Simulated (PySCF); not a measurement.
# RuNF2: quartet, from a trigonal pyramidal start

The task is one start of a wider search on RuNF2: the quartet, from a trigonal pyramidal start. It is relaxed, tested by its Hessian and followed downhill if it is a saddle.

Computed with PySCF 2.14.0. Level: PBE0, basis Ru def2-TZVP with ECP28, N def2-TZVP, F def2-TZVP, scalar-relativistic core potentials, no spin–orbit coupling, density fitting.

### Step 1. Where the work starts

4 atoms, charge 0, spin multiplicity 4.

Bond lengths: Ru1–N2 1.740 Å, Ru1–F3 1.890 Å, Ru1–F4 1.890 Å. Angles: N2–Ru1–F3 99.8°, N2–Ru1–F4 99.8°, F3–Ru1–F4 99.8°.

Z-matrix (Å, degrees; charge 0 multiplicity 4):
```
Ru
N  1 1.7400
F  1 1.8900 2 99.75
F  1 1.8900 2 99.75 3 -101.77
```

### Step 2. Finding the electronic state

One driver script runs all steps and calls PySCF; scf.py shows how it sets up the SCF of each step. The optimiser is the driver's own. After this first run the driver tries any further starts and a stability analysis.

scf.py

```python
from pyscf import gto, scf, dft
mol = gto.M(atom='''
Ru     0.000000    -0.300770    -0.000000
N      1.678490     0.157870     0.000020
F     -0.618600     0.748460    -1.445220
F     -0.618570     0.748450     1.445210''',
    basis={'Ru': 'def2-TZVP', 'N': 'def2-TZVP', 'F': 'def2-TZVP'},
    ecp={'Ru': 'def2-TZVP'},
    charge=0, spin=3)
mf = dft.UKS(mol, xc='PBE0')
mf.grids.atom_grid = (50, 194)
aux = {'Ru': 'def2-universal-JKFIT', 'N': 'def2-universal-JKFIT', 'F': 'def2-universal-JKFIT'}
mf = mf.density_fit(auxbasis=aux)
mf.conv_tol = 1e-08
mf.diis_space = 10
mf.max_cycle = 60
mf.init_guess = 'minao'
mf.verbose = 4
mf.kernel()
```

On the command line:

```bash
$ OMP_NUM_THREADS=4 python axn.py task.json out
```

The program printed:

```text
init E= -341.08321736417
[... the frontier-level lines of each cycle are left out ...]
cycle= 1 E= -348.606035118865  delta_E= -7.52  |g|= 1.11  |ddm|=  3.1
cycle= 2 E= -345.181403583231  delta_E= 3.42  |g|= 2.88  |ddm|= 2.22
cycle= 3 E= -349.05275618187  delta_E= -3.87  |g|= 0.357  |ddm|= 1.91
cycle= 4 E= -348.955679693079  delta_E= 0.0971  |g|= 0.632  |ddm|= 0.417
cycle= 5 E= -349.092825102776  delta_E= -0.137  |g|= 0.136  |ddm|= 0.255
cycle= 6 E= -349.098995251267  delta_E= -0.00617  |g|= 0.0697  |ddm|= 0.0685
cycle= 7 E= -349.100900414925  delta_E= -0.00191  |g|= 0.0184  |ddm|= 0.0405
cycle= 8 E= -349.101118919908  delta_E= -0.000219  |g|= 0.00388  |ddm|= 0.0196
cycle= 9 E= -349.101167303811  delta_E= -4.84e-05  |g|= 0.00216  |ddm|= 0.0137
cycle= 10 E= -349.101188938219  delta_E= -2.16e-05  |g|= 0.00125  |ddm|= 0.0108
cycle= 11 E= -349.101197007105  delta_E= -8.07e-06  |g|= 0.001  |ddm|= 0.00509
cycle= 12 E= -349.101203769173  delta_E= -6.76e-06  |g|= 0.000923  |ddm|= 0.00428
cycle= 13 E= -349.101211843216  delta_E= -8.07e-06  |g|= 0.000763  |ddm|= 0.00583
cycle= 14 E= -349.101223270778  delta_E= -1.14e-05  |g|= 0.00055  |ddm|= 0.011
cycle= 15 E= -349.101230330485  delta_E= -7.06e-06  |g|= 0.000255  |ddm|= 0.0134
cycle= 16 E= -349.10123086429  delta_E= -5.34e-07  |g|= 0.00013  |ddm|= 0.00329
cycle= 17 E= -349.101230924448  delta_E= -6.02e-08  |g|= 9.49e-05  |ddm|= 0.000927
cycle= 18 E= -349.101230935786  delta_E= -1.13e-08  |g|= 4.13e-05  |ddm|= 0.00018
cycle= 19 E= -349.101230943248  delta_E= -7.46e-09  |g|= 3.85e-05  |ddm|= 0.000336
Extra cycle  E= -349.101230936549  delta_E= 6.7e-09  |g|= 0.000146  |ddm|= 9.28e-05
converged SCF energy = -349.101230936549  <S^2> = 3.7746689  2S+1 = 4.0123155
```

This step, with its further starts and checks, needed 17 s of wall time on 4 threads of Arm Neoverse V1, shared host.

The starts that the driver tried:

| start | energy (Eh) |
| --- | --- |
| the minimal-basis guess | -349.101231 |
| a thermally smeared density | -349.101231 |
| a smeared PBE density | -349.101231 |

The test of internal stability and the other starts found no lower solution of this spin.

### Step 3. Trigonal pyramidal start, quartet: relaxation

The program finds Cs symmetry in the start, which this walk keeps.

scf.py: that of step 2 with these lines changed.

```diff
@@ -3,4 +3,4 @@
-Ru     0.000000    -0.300770    -0.000000
-N      1.678490     0.157870     0.000020
-F     -0.618600     0.748460    -1.445220
-F     -0.618570     0.748450     1.445210''',
+Ru     0.000002    -0.300769    -0.000001
+N      1.678492     0.157871    -0.000000
+F     -0.618584     0.748459    -1.445214
+F     -0.618583     0.748454     1.445216''',
@@ -17 +16,0 @@
-mf.init_guess = 'minao'
```

Energy and gradient, step by step:

| step | energy (Eh) | change (kJ/mol) | largest symmetric gradient (Eh/bohr) |
| --- | --- | --- | --- |
| 0 | -349.101231 | 0.00 | 0.09054 |
| 1 | -349.129197 | -73.43 | 0.02736 |
| 2 | -349.134635 | -87.70 | 0.01648 |
| 3 | -349.136938 | -93.75 | 0.00915 |
| 4 | -349.141386 | -105.43 | 0.03283 |
| 5 | -349.144211 | -112.84 | 0.00692 |
| 6 | -349.144777 | -114.33 | 0.00870 |
| 7 | -349.145090 | -115.15 | 0.00768 |
| 8 | -349.145233 | -115.53 | 0.00238 |
| 9 | -349.145316 | -115.75 | 0.00150 |
| 10 | -349.145406 | -115.98 | 0.00075 |
| 11 | -349.145436 | -116.06 | 0.00023 |
| 12 | -349.145438 | -116.06 | 0.00008 |

The walk took 41 s.

End point (C2v, 12 steps, 116.1 kJ/mol gained): Ru–F 1.857 Å (×2), Ru–N 1.637 Å; F–Ru–F 142.2°, F–Ru–N 108.9° (×2).

### Step 4. Hessian and properties

On the finer grid the gradient is checked again; gradients at displacements of ±0.02 bohr then give force constants and infrared intensities.

scf.py: that of step 3 with these lines changed.

```diff
@@ -3,4 +3,4 @@
-Ru     0.000002    -0.300769    -0.000001
-N      1.678492     0.157871    -0.000000
-F     -0.618584     0.748459    -1.445214
-F     -0.618583     0.748454     1.445216''',
+Ru    -0.000434     0.000112     0.000000
+N      1.583947    -0.410047    -0.000001
+F     -0.582956     0.150916    -1.756967
+F     -0.582955     0.150910     1.756968''',
@@ -11 +11 @@
-mf.grids.atom_grid = (50, 194)
+mf.grids.atom_grid = (75, 302)
@@ -14 +14 @@
-mf.conv_tol = 1e-08
+mf.conv_tol = 1e-10
```

The driver hands on the density of the step before, so the log starts near convergence.

Log of the central SCF (cycles and frontier levels):

```text
init E= -349.1454420732
[... the frontier-level lines of each cycle are left out ...]
cycle= 1 E= -349.145442073126  delta_E= 7.38e-11  |g|= 1.78e-05  |ddm|= 1.36e-05
cycle= 2 E= -349.145442072716  delta_E= 4.1e-10  |g|= 3.96e-05  |ddm|= 2.88e-05
cycle= 3 E= -349.145442073237  delta_E= -5.21e-10  |g|= 1.85e-06  |ddm|= 1.99e-05
cycle= 4 E= -349.145442073241  delta_E= -4.09e-12  |g|= 1.03e-06  |ddm|= 1.2e-06
Extra cycle  E= -349.145442073238  delta_E= 2.96e-12  |g|= 2.81e-06  |ddm|= 2.41e-06
converged SCF energy = -349.145442073238  <S^2> = 3.7716503  2S+1 = 4.0108105
```

The whole step took 62 s.

Geometry: C2v; Ru–F 1.857 Å (×2), Ru–N 1.637 Å; F–Ru–F 142.2°, F–Ru–N 108.9° (×2).

Modes, for the most abundant isotopes:

| symmetry | ω (cm⁻¹) | IR (km/mol) | type |
| --- | --- | --- | --- |
| b1 | 131 | 27.0 | bend |
| a1 | 180 | 7.5 | bend |
| b2 | 296 | 0.3 | bend |
| a1 | 630 | 44.9 | stretch |
| b2 | 694 | 191 | stretch |
| a1 | 1058 | 16.1 | stretch |

No imaginary mode, so this is a minimum.

Properties at this point:

```
Dipole moment                                                   : 0.63 D
Highest occupied level                                          : -7.28 eV
Lowest empty level                                              : -4.91 eV
Rotational constants                                            : 0.3288, 0.1437, 0.1 cm⁻¹
Zero-point energy                                               : 17.9 kJ/mol
Principal polarisabilities                                      : 25.1, 39.1, 43.8 bohr³
Atomisation energy without zero-point energy                    : 1194 kJ/mol
Principal traceless quadrupole moments about the centre of mass : -8.24, 0.51, 7.73 D Å
Entropy at 298.15 K and 1 bar (electronic part: spin only)      : 314.8 J/(mol K)
Heat capacity Cp at 298.15 K                                    : 65.1 J/(mol K)
Enthalpy at 298.15 K above 0 K                                  : 15.12 kJ/mol
Rotational symmetry number                                      : 2
Spin squared ⟨S²⟩                                               : 3.772
```

Charges (e) and bond orders:

| atom | Mulliken | Löwdin | polar tensor | spin (Mulliken) | Mayer order to Ru1 |
| --- | --- | --- | --- | --- | --- |
| Ru1 | 1.35 | 0.79 | 1.52 | 2.27 | – |
| N2 | -0.38 | -0.19 | -0.28 | 0.50 | 2.34 |
| F3,4 | -0.49 | -0.30 | -0.62 | 0.12 | 0.75 |

Outer orbital energies (eV). α occupied: -12.82, -12.30, -12.27, -11.59, -10.21, -9.73, -9.55, -7.28; empty: -3.21, -2.11, -0.60, 0.05. β occupied: -13.85, -12.40, -12.39, -12.05, -11.86, -10.71, -10.62, -10.01; empty: -4.91, -4.71, -2.75, -2.53.

Mulliken populations on Ru1 (outside its core potential): s 2.32, p 6.22, d 6.08, f 0.03.

### Step 5. Outcome

```
                                          quantity                                                               value
                                           minimum                                                        quartet, C2v
                                          geometry  Ru–F 1.857 Å (×2), Ru–N 1.637 Å; F–Ru–F 142.2°, F–Ru–N 108.9° (×2)
                                wavenumbers (cm⁻¹)         131 (b1), 180 (a1), 296 (b2), 630 (a1), 694 (b2), 1058 (a1)
                                     dipole moment                                                              0.63 D
highest occupied, lowest empty level (either spin)                                                     -7.28, -4.91 eV
                        polar-tensor charge of Ru1                                                             +1.52 e
                                 zero-point energy                                                         17.9 kJ/mol
                               entropy at 298.15 K                                                     314.8 J/(mol K)
         atomisation energy (no zero-point energy)                                                         1194 kJ/mol
                                              ⟨S²⟩                                                               3.772
```

**Reading.** From Cs at the start the molecule goes to a C2v minimum. The strongest infrared band lies at 694 cm⁻¹ (b2, stretch). Most of the spin sits on Ru1 (Mulliken spin 2.27, against 3 for the whole molecule). Only this shape and spin were tried, so other structures or states may lie lower. One determinant may miss the lowest occupation of an open d or f shell.

The search up to here took 2 min.
